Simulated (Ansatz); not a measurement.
# Cl₂H₂InN: a ladder of functionals and wavefunction methods

An exercise on one series of results from a longer session: the logs are not shown, and one member is left open.

Computed with Ansatz 0.2.0, Gaussian basis. Level: functionals in def2-TZVPP, the program's frozen cores in correlated methods.

The runs, in order: LDA (SPW92), PBE-D4, revPBE-D4, BLYP-D4, r2SCAN-D4, B97M-V, PBE0-D4, B3LYP-D4, r2SCANh-D4, r2SCAN0-D4, HSE06-D4, BHLYP-D4, CAM-B3LYP-D4, LC-ωPBE, ωB97X-V, ωB97M-V, B2PLYP, PBE-QIDH; CCSD(T)/def2-SVP; CCSD(T)/def2-TZVPP; MP2/def2-QZVPP; extrapolation to the limit; RPA on PBE.

## Structure used throughout

All runs share one geometry, relaxed beforehand with PBE0-D4 in a triple-zeta def2 set. In takes the def2 core potential; no spin-orbit term is included.

SMILES `[NH2][In]([Cl])[Cl]`, 6 atoms, charge 0, spin multiplicity 1.

Atoms are counted from 1 here; the program's logs count them from 0.

Bond lengths: N1–In2 2.000 Å, N1–H5 1.010 Å, N1–H6 1.010 Å, In2–Cl3 2.308 Å, In2–Cl4 2.308 Å. Angles: In2–N1–H5 115.7°, In2–N1–H6 115.7°, H5–N1–H6 109.7°, N1–In2–Cl3 121.4°, N1–In2–Cl4 121.4°, Cl3–In2–Cl4 116.9°.

Set-up of the first run:

in.yaml reads:

```yaml
crystal:
  periodic: [false, false, false]
  atoms:
    - {symbol: N, position_ang: [-0.150180, 1.202499, -0.298824]}
    - {symbol: In, position_ang: [0.215250, -0.726079, 0.082539]}
    - {symbol: Cl, position_ang: [-0.566195, -2.395144, -1.307465]}
    - {symbol: Cl, position_ang: [1.622866, -1.366928, 1.796141]}
    - {symbol: H, position_ang: [-0.079967, 1.826883, 0.492423]}
    - {symbol: H, position_ang: [-0.999575, 1.394770, -0.811113]}
basis:
  gaussian: {orbitals: def2-TZVPP}
hamiltonian: {xc: lda}
output: {orbitals: {seedname: orbitals}}
```

Among the steps run: LDA; PBE-D4 (GGA); revPBE-D4 (GGA); BLYP-D4 (GGA); r2SCAN-D4 (meta-GGA); B97M-V (meta-GGA); PBE0-D4 (hybrid); B3LYP-D4 (hybrid); r2SCANh-D4 (hybrid); r2SCAN0-D4 (hybrid); HSE06-D4 (hybrid); BHLYP-D4 (hybrid); CAM-B3LYP-D4 (range-separated); LC-ωPBE-D4 (range-separated; the results give it without D4); ωB97X-V (range-separated); ωB97M-V (range-separated); B2PLYP (double hybrid); PBE-QIDH (double hybrid).

One of the session's tables, all rows but one given; the rest of the session is left out.

It belongs to the step «Frontier levels by functional». 

```
  functional  HOMO (eV)  LUMO (eV)  gap (eV)
 LDA (SPW92)      -6.92      -3.25      3.67
      PBE-D4      -6.71      -2.95      3.76
   revPBE-D4          ?          ?         ?
     BLYP-D4      -6.58      -2.91      3.67
   r2SCAN-D4      -7.02      -2.74      4.29
      B97M-V      -7.05      -2.80      4.25
     PBE0-D4      -8.09      -2.07      6.02
    B3LYP-D4      -7.84      -2.39      5.45
  r2SCANh-D4      -7.53      -2.42      5.12
  r2SCAN0-D4      -8.31      -1.94      6.37
    HSE06-D4      -7.68      -2.44      5.24
    BHLYP-D4      -9.37      -1.22      8.15
CAM-B3LYP-D4      -9.51      -1.13      8.38
     LC-ωPBE     -10.92       0.17     11.09
     ωB97X-V     -10.53      -0.01     10.52
     ωB97M-V     -10.42      -0.17     10.25
```

Estimate the missing values for revPBE-D4.

The run gave: HOMO (eV): -6.64; LUMO (eV): -2.83; gap (eV): 3.81. In the column «HOMO (eV)» it lies between PBE-D4 (-6.71) and BLYP-D4 (-6.58).
